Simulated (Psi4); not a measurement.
**One shape, several levels: doublet [B2H4F2]+**

Aim: a comparison of 3 runs (U-revPBE/cc-pVDZ, UM06-L/cc-pVDZ, UTPSS/cc-pVDZ) of doublet [B2H4F2]+. 

The results are computed with Psi4 1.11.

**1. The molecule**

The species is [B2H4F2]+ (8 atoms), meant as a doublet with charge +1. As SMILES of the parent species, `[BH2-]1[F+][BH2-][F+]1`. The shape is that of a PBE0-D4/def2-TZVP optimisation. That shape belongs to the parent species and isn't relaxed for this state.

Bond lengths: B1–F2 1.538 Å, F2–B3 1.538 Å, B1–F4 1.538 Å, B3–F4 1.538 Å, B1–H5 1.190 Å, B1–H6 1.190 Å, B3–H7 1.190 Å, B3–H8 1.190 Å. Some angles: B1–F2–B3 91.9°, F2–B1–F4 88.1°, F2–B3–F4 88.1°, B1–F4–B3 91.9°, F2–B1–H5 110.0°, F2–B1–H6 110.0°, F4–B1–H5 110.0°, F4–B1–H6 110.0°, F2–B3–H7 110.0°, F2–B3–H8 110.0°.

**2. Energy and forces at U-revPBE/cc-pVDZ (run 1)**

The input, calc.py:

```python
import psi4

psi4.set_memory('2200 MB')
psi4.set_num_threads(1)
psi4.set_output_file('run.log', False)

mol = psi4.geometry("""
1 2
B     -0.92218635     1.79013756    -0.55520154
F      1.20432246     1.01289320     1.26725034
B      0.92218635    -1.78994859     0.55539051
F     -1.20337760    -1.01270423    -1.26819520
H     -0.06803014     2.94287049    -2.28713553
H     -2.72158356     2.47251766     0.60849181
H      2.72158356    -2.47384047    -0.60773592
H      0.06689630    -2.94192563     2.28713553
units bohr
symmetry c1
no_reorient
no_com
""")

psi4.set_options({
    'basis': 'cc-pVDZ',
    'reference': 'uks',
    'puream': True,
    'e_convergence': 1e-09,
    'd_convergence': 1e-08,
    'scf_type': 'pk',
    'dft_radial_points': 99,
    'dft_spherical_points': 590,
    'maxiter': 100,
})

e_tot, wfn = psi4.gradient("revpbe", return_wfn=True)
psi4.oeprop(wfn, "MULLIKEN_CHARGES", "QUADRUPOLE", "LOWDIN_CHARGES", title="REVPBE")
print('gradient / Eh bohr^-1')
print(e_tot.np.round(6))
print(f'energy = {wfn.energy():.10f} Eh')
for k, v in sorted(psi4.core.scalar_variables().items()):
    print(f'{k:45s} {v:18.10f}')
```

Launch:

```sh
$ python calc.py
```

run.log:

```text
[...]
  Running in c1 symmetry.
[...]
  Nuclear repulsion =  118.500675984207220
[...]
  Multiplicity = 2
[...]
  Nalpha       = 16
  Nbeta        = 15
[...]
    Number of basis functions: 76
[...]
   @UKS iter   1:  -251.30155048845219   -6.03721e-02   3.40854e-03 ADIIS/DIIS
[...]
   @UKS iter  12:  -251.35543609068898   -4.14957e-12   8.31186e-09 DIIS
[...]
   @S^2 Observed:                7.514021402E-01
[...]
  @UKS Final Energy:  -251.35543609068898
   => Energetics <=
    Nuclear Repulsion Energy =            118.5006759842072199
    One-Electron Energy =                -572.9286944049410977
    Two-Electron Energy =                 233.1591732460655635
    DFT Exchange-Correlation Energy =     -30.0865909160206328
    Empirical Dispersion Energy =           0.0000000000000000
    VV10 Nonlocal Energy =                  0.0000000000000000
    Total Energy =                       -251.3554360906889826
  UHF NO Occupations:
  HONO-2 :   14  A 1.9997627
  HONO-1 :   15  A 1.9997396
[...]
  -Total Gradient:
     Atom            X                  Y                   Z
    ------   -----------------  -----------------  -----------------
       1       -0.008820981041     0.017055275486    -0.005250932847
       2       -0.003099258961    -0.002652626543    -0.003304746483
       3        0.008755311292    -0.017053810601     0.005366163461
       4        0.003120259896     0.002648307806     0.003256239009
       5       -0.003411442571    -0.015785059049     0.015839668997
       6        0.017748048014    -0.012042519566    -0.007243748438
       7       -0.017721009112     0.012039678115     0.007209417470
       8        0.003428475545     0.015790664102    -0.015871388612
[...]
 Multipole Moments:
 ------------------------------------------------------------------------------------
     Multipole            Electronic (a.u.)      Nuclear  (a.u.)        Total (a.u.)
 ------------------------------------------------------------------------------------
 L = 1.  Multiply by 2.5417464519 to convert [e a0] to [Debye]
 Dipole X            :         -0.0073172            0.0073699            0.0000527
 Dipole Y            :         -0.0022897            0.0022676           -0.0000221
 Dipole Z            :          0.0070005           -0.0068030            0.0001975
 Magnitude           :                                                    0.0002056
 L = 2.  Multiply by 1.3450342976 to convert [e a0^2] to [Debye ang]
 Quadrupole XX       :        -62.9313726           49.4140061          -13.5173665
 Quadrupole XY       :          6.2589716           -8.4198272           -2.1608556
[...]
```

Standard output:

```text
gradient / Eh bohr^-1
[[-0.008821  0.017055 -0.005251]
 [-0.003099 -0.002653 -0.003305]
 [ 0.008755 -0.017054  0.005366]
 [ 0.00312   0.002648  0.003256]
 [-0.003411 -0.015785  0.01584 ]
 [ 0.017748 -0.012043 -0.007244]
 [-0.017721  0.01204   0.007209]
 [ 0.003428  0.015791 -0.015871]]
energy = -251.3554360907 Eh
CURRENT ENERGY                                   -251.3554360907
CURRENT REFERENCE ENERGY                         -251.3554360907
DD SOLVATION ENERGY                                 0.0000000000
DFT FUNCTIONAL TOTAL ENERGY                      -251.3554360907
DFT TOTAL ENERGY                                 -251.3554360907
DFT VV10 ENERGY                                     0.0000000000
DFT XC ENERGY                                     -30.0865909160
GRID ELECTRONS ALPHA                               16.0000012009
GRID ELECTRONS BETA                                15.0000010030
GRID ELECTRONS TOTAL                               31.0000022038
NUCLEAR REPULSION ENERGY                          118.5006759842
ONE-ELECTRON ENERGY                              -572.9286944049
PCM POLARIZATION ENERGY                             0.0000000000
PE ENERGY                                           0.0000000000
SCF ITERATION ENERGY                             -251.3554360907
SCF ITERATIONS                                     12.0000000000
SCF TOTAL ENERGY                                 -251.3554360907
TWO-ELECTRON ENERGY                               233.1591732461
XC GRID RADIAL POINTS                              99.0000000000
XC GRID SPHERICAL POINTS                          590.0000000000
XC GRID TOTAL POINTS                           443159.0000000000
```

Wall time 35 s (1 thread of AMD EPYC 7R43 (Zen 3), shared host); peak memory 1.2 GiB.

**3. The energy at UM06-L/cc-pVDZ (run 2)**

The input, run.py:

```python
import numpy as np
from ase.calculators.psi4 import Psi4
from ase import Atoms

a = Atoms(['B', 'F', 'B', 'F', 'H', 'H', 'H', 'H'], positions=[
    [-0.488000, 0.947300, -0.293800],
    [0.637300, 0.536000, 0.670600],
    [0.488000, -0.947200, 0.293900],
    [-0.636800, -0.535900, -0.671100],
    [-0.036000, 1.557300, -1.210300],
    [-1.440200, 1.308400, 0.322000],
    [1.440200, -1.309100, -0.321600],
    [0.035400, -1.556800, 1.210300],
])
calc = Psi4(atoms=a, method='m06-l', basis='cc-pVDZ', memory='2200MB', num_threads=1, charge=1, multiplicity=2, label='calc', reference='uks')
calc.psi4.set_options({'puream': True, 'e_convergence': 1e-09, 'd_convergence': 1e-08, 'scf_type': 'pk', 'dft_radial_points': 99, 'dft_spherical_points': 590, 'maxiter': 100})
a.calc = calc

print(f'energy: {a.get_potential_energy():.6f} eV')
```

Launch:

```sh
$ python run.py
```

calc.dat:

```text
[...]
  Running in c1 symmetry.
[...]
  Nuclear repulsion =  118.500675990828697
[...]
  Multiplicity = 2
[...]
  Nalpha       = 16
  Nbeta        = 15
[...]
    Number of basis functions: 76
[...]
   @UKS iter   1:  -251.37989965228402   -1.49608e-01   2.66726e-03 DIIS/ADIIS
[...]
   @UKS iter  13:  -251.41128773172727   -1.19371e-12   8.44384e-09 DIIS
[...]
   @S^2 Observed:                7.526639983E-01
[...]
    Orbital Energies [Eh]
    ---------------------
    Alpha Occupied:
       1A    -24.860555     2A    -24.860531     3A     -7.015294
       4A     -7.015254     5A     -1.553498     6A     -1.501981
       7A     -0.863343     8A     -0.845646     9A     -0.798107
      10A     -0.773743    11A     -0.706908    12A     -0.699789
      13A     -0.693104    14A     -0.643254    15A     -0.606441
      16A     -0.567075
    Alpha Virtual:
      17A     -0.258220    18A     -0.178390    19A     -0.172203
      20A     -0.133179    21A     -0.093684    22A     -0.067402
      23A     -0.064035    24A     -0.041855    25A      0.035171
[...]
  @UKS Final Energy:  -251.41128773172727
   => Energetics <=
    Nuclear Repulsion Energy =            118.5006759908286966
    One-Electron Energy =                -572.9825679760538151
    Two-Electron Energy =                 233.2659835179004801
    DFT Exchange-Correlation Energy =     -30.1953792644026358
    Empirical Dispersion Energy =           0.0000000000000000
    VV10 Nonlocal Energy =                  0.0000000000000000
    Total Energy =                       -251.4112877317272705
  UHF NO Occupations:
  HONO-2 :   14  A 1.9995727
  HONO-1 :   15  A 1.9995484
[...]
 Multipole Moments:
 ------------------------------------------------------------------------------------
     Multipole            Electronic (a.u.)      Nuclear  (a.u.)        Total (a.u.)
 ------------------------------------------------------------------------------------
 L = 1.  Multiply by 2.5417464519 to convert [e a0] to [Debye]
 Dipole X            :          0.0008197           -0.0010280           -0.0002083
 Dipole Y            :          0.0002717           -0.0003753           -0.0001036
 Dipole Z            :         -0.0002726            0.0007458            0.0004732
 Magnitude           :                                                    0.0005273
[...]
```

The script printed:

```text
energy: -6841.249601 eV
```

It took 68 s on 1 thread of AMD EPYC 7R43 (Zen 3), shared host; peak memory 1.5 GiB.

**4. Energy and forces at UTPSS/cc-pVDZ (run 3)**

The input, b2f2h4_ase.py:

```python
import numpy as np
from ase.calculators.psi4 import Psi4
from ase import Atoms

a = Atoms(['B', 'F', 'B', 'F', 'H', 'H', 'H', 'H'], positions=[
    [-0.488000, 0.947300, -0.293800],
    [0.637300, 0.536000, 0.670600],
    [0.488000, -0.947200, 0.293900],
    [-0.636800, -0.535900, -0.671100],
    [-0.036000, 1.557300, -1.210300],
    [-1.440200, 1.308400, 0.322000],
    [1.440200, -1.309100, -0.321600],
    [0.035400, -1.556800, 1.210300],
])
calc = Psi4(atoms=a, method='tpss', basis='cc-pVDZ', memory='2200MB', num_threads=1, charge=1, multiplicity=2, label='b2f2h4', reference='uks')
calc.psi4.set_options({'puream': True, 'e_convergence': 1e-09, 'd_convergence': 1e-08, 'scf_type': 'pk', 'dft_radial_points': 99, 'dft_spherical_points': 590, 'maxiter': 100})
a.calc = calc

forces = a.get_forces()
print(f'energy: {a.get_potential_energy():.6f} eV')
print('forces / eV A^-1')
print(np.round(forces, 5))
```

Launch:

```sh
$ python b2f2h4_ase.py
```

b2f2h4.dat:

```text
[...]
  Running in c1 symmetry.
[...]
  Nuclear repulsion =  118.500675990828697
[...]
  Multiplicity = 2
[...]
  Nalpha       = 16
  Nbeta        = 15
[...]
    Number of basis functions: 76
[...]
   @UKS iter   1:  -251.44749144644058   -1.05640e-01   2.85666e-03 ADIIS/DIIS
[...]
   @UKS iter  12:  -251.48661003060113   -5.85487e-12   7.63703e-09 DIIS
[...]
   @S^2 Observed:                7.527279807E-01
[...]
  @UKS Final Energy:  -251.48661003060113
   => Energetics <=
    Nuclear Repulsion Energy =            118.5006759908286966
    One-Electron Energy =                -572.9980867634438937
    Two-Electron Energy =                 233.2543012514145744
    DFT Exchange-Correlation Energy =     -30.2435005094005227
    Empirical Dispersion Energy =           0.0000000000000000
    VV10 Nonlocal Energy =                  0.0000000000000000
    Total Energy =                       -251.4866100306011276
  UHF NO Occupations:
  HONO-2 :   14  A 1.9995371
  HONO-1 :   15  A 1.9994916
[...]
 Multipole Moments:
 ------------------------------------------------------------------------------------
     Multipole            Electronic (a.u.)      Nuclear  (a.u.)        Total (a.u.)
 ------------------------------------------------------------------------------------
 L = 1.  Multiply by 2.5417464519 to convert [e a0] to [Debye]
 Dipole X            :          0.0008233           -0.0010280           -0.0002048
 Dipole Y            :          0.0002486           -0.0003753           -0.0001267
 Dipole Z            :         -0.0002936            0.0007458            0.0004522
 Magnitude           :                                                    0.0005123
[...]
  -Total Gradient:
     Atom            X                  Y                   Z
    ------   -----------------  -----------------  -----------------
       1       -0.008349594211     0.016138796498    -0.004965909940
       2        0.000713895150     0.000556273476     0.000707574133
       3        0.008285726902    -0.016139275566     0.005084065470
       4       -0.000690322033    -0.000558219394    -0.000759914641
       5       -0.002095194197    -0.013094675680     0.012440184328
       6        0.014112105715    -0.010229759363    -0.005239410780
       7       -0.014086671397     0.010224831195     0.005206488252
       8        0.002109881887     0.013101990434    -0.012472876400
[...]
```

Standard output:

```text
energy: -6843.299226 eV
forces / eV A^-1
[[ 0.42935 -0.82989  0.25536]
 [-0.03671 -0.0286  -0.03638]
 [-0.42607  0.82991 -0.26143]
 [ 0.0355   0.0287   0.03908]
 [ 0.10774  0.67336 -0.6397 ]
 [-0.72567  0.52604  0.26942]
 [ 0.72437 -0.52578 -0.26773]
 [-0.10849 -0.67373  0.64138]]
```

Wall time 96 s (1 thread of AMD EPYC 7R43 (Zen 3), shared host); peak memory 1.5 GiB.

**5. All runs side by side**

```csv
run,level,task,energy (Eh),HOMO energy (eV),LUMO energy (eV),⟨S²⟩,wall time
1,U-revPBE/cc-pVDZ,gradient,-251.355436,-15.03,-14.31,0.751,35 s
2,UM06-L/cc-pVDZ,energy,-251.411288,-15.43,-14.56,0.753,68 s
3,UTPSS/cc-pVDZ,gradient,-251.486610,-15.39,-14.46,0.753,96 s
```

**6. Results**

| quantity | value |
| --- | --- |
| run 3: total energy | -251.48661 Eh |
| run 3: HOMO energy (highest over α and β) | -15.39 eV |
| run 3: LUMO energy (lowest over α and β) | -14.46 eV |
| run 3: ⟨S²⟩ | 0.753 |
| run 3: largest force on an atom | 0.969 eV/Å |

In words: Totals of different functionals can't be ranked against each other. All runs together took 3.3 min, the longest 96 s.
